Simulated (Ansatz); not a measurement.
# Nudged elastic band run: CuSi₁₆, charge +1

Input file:

```yaml
crystal:
  lattice:
    - [0.0, 5.43, 5.43]
    - [5.43, 0.0, 5.43]
    - [5.43, 5.43, 0.0]
  atoms:
    - { symbol: Si, position: [0.00595428, 0.00551625, -0.02051484] }
    - { symbol: Si, position: [0.12680769, 0.12636274, 0.11167666] }
    - { symbol: Si, position: [-0.01433439, -0.01472921, 0.48592674] }
    - { symbol: Si, position: [0.10988003, 0.10983054, 0.60969305] }
    - { symbol: Si, position: [0.004527, 0.4994386, 0.00028308] }
    - { symbol: Si, position: [0.1354154, 0.62045082, 0.12077862] }
    - { symbol: Si, position: [0.00578082, 0.47948585, 0.50605908] }
    - { symbol: Si, position: [0.12688369, 0.6111516, 0.62714217] }
    - { symbol: Si, position: [0.49990139, 0.00395633, 0.00024734] }
    - { symbol: Si, position: [0.62075404, 0.13492101, 0.12080978] }
    - { symbol: Si, position: [0.47959675, 0.00540938, 0.50612703] }
    - { symbol: Si, position: [0.61148506, 0.12641083, 0.62711374] }
    - { symbol: Si, position: [0.50772851, 0.50717842, 0.00809251] }
    - { symbol: Si, position: [0.63141321, 0.63086804, 0.13171565] }
    - { symbol: Si, position: [0.49999136, 0.49949316, 0.50485078] }
    - { symbol: Si, position: [0.62064959, 0.62037559, 0.63571512] }
    - { symbol: Cu, position: [0.84245935, 0.84230373, 0.34244879] }
total_charge: 1
basis:
  ecutwfc: 420.0
kpoints:
  mp_grid: { grid: [2, 2, 2] }
hamiltonian:
  xc: pbesol
  pseudopotentials: { kind: paw, azcp: { folder: soft_1 } }
scf:
  occupations: { method: fermi_dirac, width: 0.05 }
  lower_state_search: "off"
neb:
  images: 4
  f_tol: 0.05
  max_iterations: 33
  order_check: false
  climbing: immediate
  final_atoms:
    - { symbol: Si, position: [-0.01352941, -0.01437671, 0.04256503] }
    - { symbol: Si, position: [0.12749756, 0.12679117, 0.13435857] }
    - { symbol: Si, position: [0.00657958, 0.00562217, 0.50817437] }
    - { symbol: Si, position: [0.10994575, 0.11003894, 0.67000964] }
    - { symbol: Si, position: [0.00541188, 0.49993281, -0.00501131] }
    - { symbol: Si, position: [0.12747919, 0.61160672, 0.13436552] }
    - { symbol: Si, position: [0.00666542, 0.47969481, 0.50817909] }
    - { symbol: Si, position: [0.13638861, 0.62056862, 0.62255554] }
    - { symbol: Si, position: [0.50073399, 0.00463521, -0.00492817] }
    - { symbol: Si, position: [0.61231904, 0.12665741, 0.1345945] }
    - { symbol: Si, position: [0.4797759, 0.00605118, 0.50839871] }
    - { symbol: Si, position: [0.62113991, 0.13542379, 0.62265463] }
    - { symbol: Si, position: [0.50071559, 0.49981093, -0.00491959] }
    - { symbol: Si, position: [0.63228319, 0.63156676, 0.10480973] }
    - { symbol: Si, position: [0.50882611, 0.5077137, 0.47605651] }
    - { symbol: Si, position: [0.62121441, 0.62096584, 0.6226705] }
    - { symbol: Cu, position: [0.84259534, 0.8423196, 0.4728731] }
```

Command:

```bash
$ ansatz run input.yaml --threads 1 --pin off --max-ram 3072MiB --backend cpu --events-out ev --progress --plain --runs-dir out
```

Output, in part (warnings, iteration lines):

```
NEB end point (image 0): max|allowed force component| = 1.237e-2 eV/Å (the criterion of neb.relax_end_points is 1.000e-2)
NEB end point (image 5): max|allowed force component| = 7.572e-3 eV/Å (the criterion of neb.relax_end_points is 1.000e-2)
NEB iter   1: max|band force component| = 5.261e-1 eV/Å  barrier→ = 0.0708 eV  barrier← = 0.0708 eV  CI = image 2  Δτ_max = 0.0505 Å  (60 SCF iters)
NEB iter   2: max|band force component| = 3.862e-1 eV/Å  barrier→ = 0.0541 eV  barrier← = 0.0541 eV  CI = image 2  Δτ_max = 0.0422 Å  (29 SCF iters)
NEB iter   3: max|band force component| = 8.614e-2 eV/Å  barrier→ = 0.0386 eV  barrier← = 0.0386 eV  CI = image 2  Δτ_max = 0.0323 Å  (28 SCF iters)
NEB iter   4: max|band force component| = 3.296e-2 eV/Å  barrier→ = 0.0375 eV  barrier← = 0.0375 eV  CI = image 2  Δτ_max = 0.0000 Å  (27 SCF iters)
```

The run converged. The order of the stationary point at the top wasn't checked. Limits of this set-up: coarse k mesh, PAW files made for another functional, charged cell in a uniform background, uncorrected.

Final band:

```tsv
image	path coordinate (Å)	energy (eV)
0	0.00	0.000
1	0.32	0.018
2	0.63	0.038
3	0.85	0.028
4	1.06	0.009
5	1.28	0.000
```

Run time: 2.9 min on 1 thread of Arm Neoverse V2 (shared host), peak memory 0.81 GiB.
